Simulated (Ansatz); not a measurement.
# Mn2As: the cost of one run

Method: DFT PBEsol, scalar-relativistic, plane waves, PAW, in Ansatz 0.2.0.

**1. The structure to begin with**

It takes space group P4/nmm (No. 129, tetragonal). The conventional cell has a = 3.769 Å, b = 3.769 Å, c = 6.278 Å, α = 90.00°, β = 90.00°, γ = 90.00°. Mn (site symmetry -4m2) has 4 As at 2.51 Å and 8 Mn at 2.67 to 2.80 Å as nearest neighbours. Mn (site symmetry 4mm) is surrounded by 5 As at 2.54 to 2.70 Å and 4 Mn at 2.80 Å. As (site symmetry 4mm) is surrounded by 9 Mn at 2.51 to 2.70 Å.

Coordinates:

```cif
data_structure
_symmetry_space_group_name_H-M 'P 1'
_symmetry_Int_Tables_number 1
_cell_length_a 3.7690
_cell_length_b 3.7690
_cell_length_c 6.2780
_cell_angle_alpha 90.000
_cell_angle_beta 90.000
_cell_angle_gamma 90.000
_cell_volume 89.18
loop_
_atom_site_label
_atom_site_type_symbol
_atom_site_fract_x
_atom_site_fract_y
_atom_site_fract_z
_atom_site_occupancy
Mn1 Mn 0.00000 0.00000 0.00000 1
Mn2 Mn 0.50000 0.50000 0.00000 1
Mn3 Mn 0.50000 0.00000 0.67000 1
Mn4 Mn 0.00000 0.50000 0.33000 1
As1 As 0.50000 0.00000 0.26500 1
As2 As 0.00000 0.50000 0.73500 1
```

**2. Single point**

Contents of input.yaml:

```yaml
crystal:
  lattice:
    - [3.769, 0.0, 0.0]
    - [0.0, 3.769, 0.0]
    - [0.0, 0.0, 6.278]
  atoms:
    - { symbol: Mn, position: [0.0, 0.0, 0.0], spin: 4.0 }
    - { symbol: Mn, position: [0.5, 0.5, 0.0], spin: 4.0 }
    - { symbol: Mn, position: [0.5, 0.0, 0.67], spin: 4.0 }
    - { symbol: Mn, position: [0.0, 0.5, 0.33], spin: 4.0 }
    - { symbol: As, position: [0.5, 0.0, 0.265] }
    - { symbol: As, position: [0.0, 0.5, 0.735] }
basis:
  ecutwfc: 420
kpoints:
  mp_grid: { grid: [6, 6, 4] }
hamiltonian:
  xc: pbesol
scf:
  occupations: { method: gaussian, width: 0.1 }
output:
  forces: true
  stress: true
  eigenvalues: true
  populations: true
magnetization:
  spin_polarized: true
```

Started as:

```bash
ansatz run input.yaml --threads 1 --pin off --max-ram 2560MiB --backend cpu --events-out ev --progress --plain --runs-dir out
```

**Question.** How long does this run take on 1 thread of Arm Neoverse V2, shared host, and how much memory does it need?

About 36 s, with a peak of 0.58 GiB.
